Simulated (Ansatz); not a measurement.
# ScAl2N3: the cost of one run

Method: DFT PBE, scalar-relativistic, plane waves, PAW, in Ansatz 0.2.0.

### Step 1. The system as given

The structure is hexagonal, space group P6/mmm (No. 191). The conventional cell has a = 3.649 Å, b = 3.649 Å, c = 6.869 Å, α = 90.00°, β = 90.00°, γ = 120.00°. Sc (site symmetry 6/mmm) is surrounded by 2 Al at 2.36 Å. Al (site symmetry 6mm) has 6 N at 2.11 Å and 1 Al at 2.14 Å and 1 Sc at 2.36 Å in its first shell of neighbours. N (site symmetry mmm) has 4 N at 1.82 Å and 4 Al at 2.11 Å in its first shell of neighbours.

Structure file:

```
Sc Al N
1.0
     3.64918    0.00000    0.00000
    -1.82459    3.16028    0.00000
     0.00000    0.00000    6.86894
Sc Al N
1 2 3
Direct
  0.00000 0.00000 0.50000
  0.00000 0.00000 0.15572
  0.00000 0.00000 0.84428
  0.50000 0.00000 0.00000
  0.00000 0.50000 0.00000
  0.50000 0.50000 0.00000
```

A structure generator made this guess: random cell by space group and Wyckoff sites (P6/mmm, No. 191). Lengths come from tabulated atomic sizes and are only a guess.

### Step 2. A first look at the guess

Contents of input.yaml:

```yaml
crystal:
  lattice:
    - [3.64917625, 0.0, 0.0]
    - [-1.82458813, 3.16027934, 0.0]
    - [0.0, 0.0, 6.86893944]
  atoms:
    - { symbol: Sc, position: [0.0, 0.0, 0.5] }
    - { symbol: Al, position: [0.0, 0.0, 0.15571728] }
    - { symbol: Al, position: [0.0, 0.0, 0.84428272] }
    - { symbol: "N", position: [0.5, 0.0, 0.0] }
    - { symbol: "N", position: [0.0, 0.5, 0.0] }
    - { symbol: "N", position: [0.5, 0.5, 0.0] }
basis:
  ecutwfc: 420
kpoints:
  mp_grid: { grid: [6, 6, 4] }
hamiltonian:
  xc: pbe
scf:
  occupations: { method: gaussian, width: 0.1 }
  lower_state_search: "off"
output:
  forces: true
  stress: true
  eigenvalues: true
```

Launch:

```bash
> ansatz run input.yaml --threads 1 --pin off --max-ram 2560MiB --backend cpu --events-out ev --progress --plain --runs-dir out
```

**Question.** How long does this run take on 1 thread of Intel Xeon at 2.50GHz (Skylake/Cascade Lake), shared host, and how much memory does it need?

About 4.7 s, with a peak of 0.37 GiB.
